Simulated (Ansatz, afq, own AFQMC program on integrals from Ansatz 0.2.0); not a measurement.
# The tellurium atom (triplet): AFQMC on the coupled-cluster ladder, def2-TZVP

An exercise on one series of results from a longer session: the logs are not shown, and one member is left open.

The runs use Ansatz 0.2.0, Gaussian basis, and an in-house AFQMC program (afq) on its integrals; all values are calculated; def2-TZVP, frozen cores.

Plan: Full CI; PBE (unrestricted); CCSD(T) on ROHF; r2SCAN (unrestricted); PBE0 (unrestricted); B3LYP (unrestricted); wB97M-V (unrestricted); B2PLYP (unrestricted); Full CI; CCSDT(Q) on ROHF; CCSDTQ on ROHF; Phaseless AFQMC, CISD trial on ROHF; Phaseless AFQMC, single-determinant trial on ROHF; Free-projection AFQMC, CISD trial on ROHF; CCSD(T) on UHF; Full CI; CCSDT(Q) on UHF; CCSDTQ on UHF; CCSD(T) on UHF; CCSD(T) on UHF; Phaseless AFQMC, CISD trial on UHF; Phaseless AFQMC, single-determinant trial on UHF; Free-projection AFQMC, CISD trial on UHF.

1 further run of the same task is left out (it didn't finish).

## The atom

A free atom, in its lowest state of this spin that the program finds. No spin-orbit coupling is included. Elements past krypton take def2 core potentials.

1 atom, charge 0, spin multiplicity 3.

The first run:

The input, in.yaml:

```yaml
crystal:
  periodic: [false, false, false]
  atoms:
    - {symbol: Te, position_ang: [0.000000, 0.000000, 0.000000]}
basis:
  gaussian: {orbitals: def2-TZVP}
magnetization: {spin_polarized: false, initial_magnetization: 2}
correlation: {method: fci, electrons: outside_noble_gas}
```

The run is started by

```bash
ansatz run in.yaml --threads 2 --pin off --events-out ev --progress --plain --max-ram 34560MiB --backend cuda --devices 0, --max-vram 37GiB
```

Among the steps run: Full CI; PBE (unrestricted); CCSD(T) on ROHF; r2SCAN (unrestricted); PBE0 (unrestricted); B3LYP (unrestricted); wB97M-V (unrestricted); B2PLYP (unrestricted); CCSDT(Q) on ROHF; CCSDTQ on ROHF; Phaseless AFQMC, CISD trial on ROHF; Phaseless AFQMC, single-determinant trial on ROHF; Free-projection AFQMC, CISD trial on ROHF; CCSD(T) on UHF; CCSDT(Q) on UHF; CCSDTQ on UHF; Phaseless AFQMC, CISD trial on UHF; Phaseless AFQMC, single-determinant trial on UHF; Free-projection AFQMC, CISD trial on UHF.

One of the session's tables, all rows but one given; the rest of the session is left out.

It belongs to the step «AFQMC on the ladder». On the ROHF determinant, counted from full CI (exact for this spin and basis):

```
                                                              level  from full CI (kJ/mol)
                                                                 HF                 +288.9
                                                                MP2                  +52.8
                                                               CCSD                  +10.2
                                                            CCSD(T)                      ?
                                                           CCSDT(Q)                   -0.1
                                                             CCSDTQ                   -0.1
                                                            full CI                    0.0
              Phaseless AFQMC, CISD trial, step 0.005, 4000 walkers                   +0.8
Phaseless AFQMC, single-determinant trial, step 0.005, 4000 walkers                   +6.5
         Free-projection AFQMC, CISD trial, step 0.03, 4000 walkers                   -0.1
```

**Question.** Estimate the row for CCSD(T).

The run gave: from full CI (kJ/mol): +1.6. In the column «from full CI (kJ/mol)» it lies between Phaseless AFQMC, CISD trial, step 0.005, 4000 walkers (+0.8) and Phaseless AFQMC, single-determinant trial, step 0.005, 4000 walkers (+6.5).

Limits of these values: On UHF the phaseless walk with the CISD trial lies +0.6 kJ/mol from CCSDTQ, within three error bars.
